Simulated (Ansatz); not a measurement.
## CH6NOSi, SMILES CO[SiH2][NH]: a ladder of methods at one geometry, step by step

Program: Ansatz 0.2.0, Python API.

At the Python prompt:
```pycon
>>> import warnings
>>> import ansatz
>>> GEOMETRY = """
... C    -0.41420    1.28790    0.43940
... O    -0.93480    0.17800   -0.25330
... Si   -0.08600   -1.22040   -0.12960
... N     1.65840   -0.84320   -0.60880
... H     0.46450    1.70660   -0.03690
... H    -1.22250    2.13070    0.32660
... H    -0.29280    1.14650    1.50210
... H    -0.57470   -2.24250   -1.01810
... H    -0.05270   -1.65920    1.33650
... H     1.53810   -0.53550   -1.55510
... """
>>> warnings.simplefilter("ignore", ansatz.DeckWarning)
>>> ch6nosi = ansatz.Crystal.molecule()
>>> for line in GEOMETRY.strip().splitlines():
...     symbol, *xyz = line.split()
...     ch6nosi = ch6nosi.atom(symbol, [float(v) for v in xyz])
...
>>> model = (
...     ch6nosi.calculation()
...     .basis(gaussian="cc-pVDZ")
...     .spin("collinear", total=1)
... )
>>> methods = ["mp2", "ccsd", "ccsd_t"]
>>> batch = ansatz.Session.batch([model.correlation(m).input() for m in methods])
>>> reports = sorted(batch.plan().execute().molecular_reports, key=lambda each: each["member"])
>>> print(f"Hartree-Fock reference {reports[0]['reference_energy_ev'] / 27.211386246:.6f} Ha")
Hartree-Fock reference -459.593683 Ha
>>> best = reports[-1]["free_energy_ev"] - reports[-1]["reference_energy_ev"]
>>> for method, each in zip(methods, reports):
...     gained = each["free_energy_ev"] - each["reference_energy_ev"]
...     print(f"{method:8s} total {each['free_energy_ev'] / 27.211386246:.6f} Ha  correlation {gained:9.4f} eV  ({100 * gained / best:.1f} % of the last)")
...
mp2      total -460.153941 Ha  correlation  -15.2454 eV  (89.4 % of the last)
ccsd     total -460.205738 Ha  correlation  -16.6549 eV  (97.6 % of the last)
ccsd_t   total -460.220682 Ha  correlation  -17.0615 eV  (100.0 % of the last)
```

Reading the output:
- Total energies depend on the basis set; only differences at equal settings carry meaning.
- The geometry is a force-field or estimated start, not a minimum of this method, and the basis set is short of its limit. A lower total doesn't mark the better method: functionals have no common bound, and MP2 and coupled cluster aren't variational.
- The species is open-shell (spin multiplicity 2).
- Inner cores stay frozen, so this is valence correlation.
- For Al to Cl the sets with a tight d function, cc-pV(X+d)Z, are usual.
